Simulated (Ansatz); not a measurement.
# TeAs2: the cost of one run

Computed with Ansatz 0.2.0 (DFT PBE, scalar-relativistic, plane waves, PAW, unless a step's input says otherwise).

## Step 1: The starting structure

The structure is tetragonal, space group I4_1/amd (No. 141). The conventional cell has a = 7.113 Å, b = 7.113 Å, c = 5.881 Å, α = 90.00°, β = 90.00°, γ = 90.00°. Around Te (site symmetry -4m2) lie 4 As at 2.83 Å. As (site symmetry 2/m) has 2 Te at 2.83 Å and 4 As at 2.91 Å as nearest neighbours.

As a file:

```xyz
6
Lattice="-3.5565 3.5565 2.9405 3.5565 -3.5565 2.9405 3.5565 3.5565 -2.9405" Properties=species:S:1:pos:R:3 pbc="T T T"
Te    0.0000    3.5565    1.4703
Te    0.0000    0.0000    0.0000
As    1.7782    0.0000    2.2054
As    1.7782    3.5565   -0.7351
As    3.5565    1.7782    0.7351
As    0.0000    1.7782    3.6756
```

This is candidate A: structure listed in a database for this formula (I4_1/amd, No. 141).

(A quick probe on a coarse mesh, which set the mesh and smearing, is not shown.)

## Step 3: Relaxing cell and atoms (candidate A)

input.yaml

```yaml
crystal:
  lattice:
    - [-3.556454, 3.556454, 2.940516]
    - [3.556454, -3.556454, 2.940516]
    - [3.556454, 3.556454, -2.940516]
  atoms:
    - { symbol: Te, position: [0.75, 0.25, 0.5] }
    - { symbol: Te, position: [0.0, 0.0, 0.0] }
    - { symbol: As, position: [0.375, 0.625, 0.25] }
    - { symbol: As, position: [0.375, 0.125, 0.75] }
    - { symbol: As, position: [0.375, 0.625, 0.75] }
    - { symbol: As, position: [0.875, 0.625, 0.25] }
basis:
  ecutwfc: 420
kpoints:
  mp_grid: { grid: [8, 8, 8] }
hamiltonian:
  xc: pbe
scf:
  occupations: { method: gaussian, width: 0.1 }
output:
  forces: true
  stress: true
  eigenvalues: true
relax:
  adjacent_minimum: "off"
  f_tol: 0.01
  max_steps: 80
  cell: { stress_tol: 0.05 }
```

Run with:

```bash
$ ansatz run input.yaml --threads 1 --pin off --max-ram 2560MiB --backend cpu --events-out ev --progress --plain --runs-dir out
```

Q: Estimate wall time and peak memory on 1 thread of Intel Xeon 6975P-C (Granite Rapids), shared host.

About 60 s, with a peak of 0.69 GiB.
